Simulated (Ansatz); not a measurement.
# TiPd: stress in a strained cell

Aim: deform TiPd (equal xx and yy strain of -2 %) and compute stress, forces and field gradients with LAPW, PAW and all-electron datasets made for the crystal.

Computed with Ansatz 0.2.0 (DFT PBEsol, scalar-relativistic, unless a step's input says otherwise).

## Step 1: The starting structure

Symmetry: Pm-3m, No. 221, cubic system. Conventional cell: a = 3.180 Å, b = 3.180 Å, c = 3.180 Å, α = 90.00°, β = 90.00°, γ = 90.00°. Ti (site symmetry m-3m) is surrounded by 8 Pd at 2.75 Å. Pd (site symmetry m-3m) has 8 Ti at 2.75 Å as nearest neighbours.

Structure file:

```cif
data_structure
_symmetry_space_group_name_H-M 'Pm-3m'
_symmetry_Int_Tables_number 221
_cell_length_a 3.1800
_cell_length_b 3.1800
_cell_length_c 3.1800
_cell_angle_alpha 90.000
_cell_angle_beta 90.000
_cell_angle_gamma 90.000
_cell_volume 32.16
loop_
_atom_site_label
_atom_site_type_symbol
_atom_site_symmetry_multiplicity
_atom_site_Wyckoff_symbol
_atom_site_fract_x
_atom_site_fract_y
_atom_site_fract_z
_atom_site_occupancy
Ti1 Ti 1 b 0.50000 0.50000 0.50000 1
Pd1 Pd 1 a 0.00000 0.00000 0.00000 1
```

The file gives the conventional cell by its symmetry; the runs use the cell typed in the input.

Atoms are numbered in the order of the input: Ti1, Pd2.

## Step 2: The deformed structure

Space group Pm-3m before, P4/mmm after.

## Step 3: Full-potential LAPW

File input.yaml:

```yaml
crystal:
  lattice:
    - [3.1164, 0.0, 0.0]
    - [0.0, 3.1164, 0.0]
    - [0.0, 0.0, 3.18]
  atoms:
    - { symbol: Ti, position: [0.5, 0.5, 0.5] }
    - { symbol: Pd, position: [0.0, 0.0, 0.0] }
kpoints:
  mp_grid: { grid: [13, 13, 13] }
  band_path:
    path:
      - [0.0, 0.0, 0.0]
      - [0.0, 0.5, 0.0]
      - [0.5, 0.5, 0.0]
      - [0.0, 0.0, 0.0]
      - [0.0, 0.0, 0.5]
      - [0.0, 0.5, 0.5]
      - [0.5, 0.5, 0.5]
      - [0.0, 0.0, 0.5]
      - [0.0, 0.5, 0.0]
    npoints: 5
scf:
  occupations: { method: fermi_dirac, width: 0.08 }
hamiltonian:
  xc: pbesol
  pseudopotentials: { kind: all_electron, lapw: { basis_error: 0.0005 } }
output:
  forces: true
  stress: true
  eigenvalues: true
```

On the command line:

```console
ansatz run input.yaml --threads 1 --pin off --max-ram 3072MiB --backend cpu --events-out ev --progress --plain --runs-dir out
```

## Step 4: Frozen-core PAW

File input.yaml:

```yaml
crystal:
  lattice:
    - [3.1164, 0.0, 0.0]
    - [0.0, 3.1164, 0.0]
    - [0.0, 0.0, 3.18]
  atoms:
    - { symbol: Ti, position: [0.5, 0.5, 0.5] }
    - { symbol: Pd, position: [0.0, 0.0, 0.0] }
kpoints:
  mp_grid: { grid: [13, 13, 13] }
scf:
  occupations: { method: fermi_dirac, width: 0.08 }
hamiltonian:
  xc: pbesol
  pseudopotentials: { kind: paw }
output:
  forces: true
  stress: true
  eigenvalues: true
  efg: { contact_densities: true }
```

## Step 5: Datasets made for this crystal

input.yaml, as its differences from that of step 4:

```diff
@@ -14,3 +14,3 @@
   xc: pbesol
-  pseudopotentials: { kind: paw }
+  pseudopotentials: { kind: all_electron, datasets: crystal }
 output:
```

(Steps that only read results are left out.)

**Question.** What will these runs give? Wanted: pressure; largest shear or deviatoric stress.

The runs gave:

| quantity | value |
| --- | --- |
| pressure | LAPW -0.74, PAW -0.72, crystal datasets -0.73 GPa |
| largest shear or deviatoric stress (LAPW) | 0.49 GPa |

**Reading.** The largest part of the stress beyond the pressure is 0.49 GPa in size, in the zz component; the atoms are carried along and not relaxed. No run of the undeformed cell stands beside it, so the pressure holds what the given cell had before the change. PAW: stress within 0.03 GPa of LAPW. Crystal datasets: stress within 0.01 GPa of LAPW.
